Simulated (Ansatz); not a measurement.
# GaO+ (singlet): the correlation ladder at distance O1–Ga2 = 2.332 Å, cc-pVDZ

The task here is to estimate one member of a computed series from the others.

The runs use Ansatz 0.2.0, Gaussian basis; cc-pVDZ, core rule «outside noble gas», up to 15 orbitals frozen.

To be run: UHF; CCSD(T) on RHF; CCSD(T) on UHF; BCCD(T) on RHF; CISD; CCSDT(Q) on RHF; CCSDT(Q) on UHF; CCSDTQ on RHF; CCSDTQ on UHF; CASSCF and MRCISD+Q, 2 electrons in 2 orbitals; CASSCF and NEVPT2, 2 electrons in 2 orbitals; Full CI; Full CI in the symmetry of the determinant.

4 further runs of the same task are left out: 4 for a known fault of the program. Runs told in other sessions of the task aren't counted.

## The system

The geometry derives from a PBE0/def2-TZVP stationary point (not a proven minimum). One bond is set to the value named and the two fragments are kept rigid. No spin-orbit coupling is included. The filled d shell of Ga may be among the frozen orbitals whatever the setting's name suggests.

2 atoms, charge 1, spin multiplicity 1.

Atoms are counted from 1 here; the program's logs count them from 0.

No contacts short enough for the rule that draws bonds.

Coordinates:

```xyz
2
charge 1, multiplicity 1
O     0.0000    0.0000    0.0000
Ga    0.0000    0.0000    2.3320
```

The first run:

File in.yaml:

```yaml
crystal:
  periodic: [false, false, false]
  atoms:
    - {symbol: O, position_ang: [0.000000, 0.000000, 0.000000]}
    - {symbol: Ga, position_ang: [0.000000, 0.000000, 2.332000]}
basis:
  gaussian: {orbitals: cc-pVDZ}
total_charge: 1
magnetization: {spin_polarized: true, initial_magnetization: 0}
hamiltonian: {xc: hf}
output: {orbitals: {seedname: orbitals}}
```

Launch:

```console
ansatz run in.yaml --threads 1 --pin off --events-out ev --progress --plain --max-ram 2816MiB --backend cpu
```

Among the steps run: UHF; CCSD(T) on RHF; CCSD(T) on UHF; BCCD(T) on RHF; CISD; CCSDT(Q) on RHF; CCSDT(Q) on UHF; CCSDTQ on RHF; CCSDTQ on UHF; CASSCF and MRCISD+Q, 2 electrons in 2 orbitals; CASSCF and NEVPT2, 2 electrons in 2 orbitals; Full CI; Full CI in the symmetry of the determinant.

One of the session's tables, all rows but one given; the rest of the session is left out.

It belongs to the step «Misses and costs». 

```
       method  from FCI (meV)
  CASSCF pair               ?
  NEVPT2 pair         +1168.1
  MRCISD pair          +682.6
MRCISD+Q pair          +381.4
          FCI               0
```

**Question.** Estimate the row for CASSCF pair.

**Answer.** from FCI (meV): +4991.7. In the column «from FCI (meV)» it is the highest.

Not comparable, so not listed: CISD (they don't share determinant, frozen orbitals or solution with the rows shown, or repeat one).

Caveats from the session: The determinant of HF (⟨S²⟩ 1.01) is far from a pure spin state, so its energy mixes those of several spin states; that is harmless only where they are near-degenerate. The determinant of CCSD(T) (⟨S²⟩ 1.01) is far from a pure spin state, so its energy mixes those of several spin states; high orders of coupled cluster remove much of that, low ones don't. The determinant of CCSDT(Q) (⟨S²⟩ 1.01) is far from a pure spin state, so its energy mixes those of several spin states; high orders of coupled cluster remove much of that, low ones don't. The determinant of CCSDTQ (⟨S²⟩ 1.01) is far from a pure spin state, so its energy mixes those of several spin states; high orders of coupled cluster remove much of that, low ones don't. Left out of the table: RHF, UHF, RMP2, UMP2, RCCSD, UCCSD, RCCSD(T), UCCSD(T), BCCD(T), RCCSDT, UCCSDT, RCCSDT(Q), UCCSDT(Q), RCCSDTQ, UCCSDTQ (another determinant or state than the rows shown).
